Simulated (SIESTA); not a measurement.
Crystal: ZrSiRu.

```
Ru Zr Si
1.0
     6.68380    0.00000    0.00000
    -3.34190    5.78834    0.00000
     0.00000    0.00000    3.67170
Ru Zr Si
3 3 3
Direct
  0.00000 0.24800 0.00000
  0.75200 0.75200 0.00000
  0.24800 0.00000 0.00000
  0.00000 0.58000 0.50000
  0.42000 0.42000 0.50000
  0.58000 0.00000 0.50000
  0.66667 0.33333 0.00000
  0.33333 0.66667 0.00000
  0.00000 0.00000 0.50000
```

| Item | Value |
| --- | --- |
| Program | SIESTA 5.4.2 |
| Task | single point |
| Functional | PBEsol |
| Potentials or basis | PseudoDojo 0.4 standard (PBEsol files) |
| Basis | DZP (energy shift 0.003 Ry; two zetas on semicore shells) |
| Grid cutoff | 800 Ry |
| Energy shift | 0.003 Ry |
| k mesh | 5 × 5 × 7 |
| Occupations | fermi-dirac, width 0.05 eV |
| Spin | no spin polarisation |

On this cell: pressure -1.2 GPa; largest force 0.473 eV/Å; band gap on the k mesh none (metal or under the smearing width).

The same run follows on a disturbed copy (atoms moved at random, drawn with an rms of 0.05 Å):

```
CELL_PARAMETERS angstrom
6.68380 0.00000 0.00000
-3.34190 5.78834 0.00000
0.00000 0.00000 3.67170
ATOMIC_POSITIONS crystal
Ru 0.00358 0.24218 0.98843
Ru 0.75196 0.74727 0.00980
Ru 0.24809 0.00078 0.99090
Zr 0.00277 0.58098 0.51262
Zr 0.42555 0.42290 0.48097
Zr 0.57817 0.00369 0.50131
Si 0.66614 0.33555 0.00303
Si 0.32678 0.66363 0.01256
Si 0.99842 0.99700 0.49799
```

Problem. What changes?

Solution. The energy (extrapolated to zero smearing) moves by +16.6 meV/atom; pressure -0.6 GPa; largest force 1.355 eV/Å; band gap on the k mesh none (metal or under the smearing width).

Forces in eV/Å, atoms in the order of the input:
```
Ru  -0.470  0.085  0.368
Ru   0.057  0.727 -0.424
Ru  -0.236 -0.187  0.241
Zr  -0.472  0.146 -0.357
Zr  -0.669 -0.557  1.039
Zr   0.765 -0.309  0.088
Si   0.489 -0.201 -0.267
Si   0.550  0.219 -0.565
Si  -0.017  0.080 -0.120
```

Stress tensor (GPa, compression positive):
```
-1.48 -0.71 -0.11
-0.71 -1.77 -0.26
-0.11 -0.26  1.49
```

Caveats: the basis of atomic orbitals isn't converged, which shifts pressures, moduli and gaps.
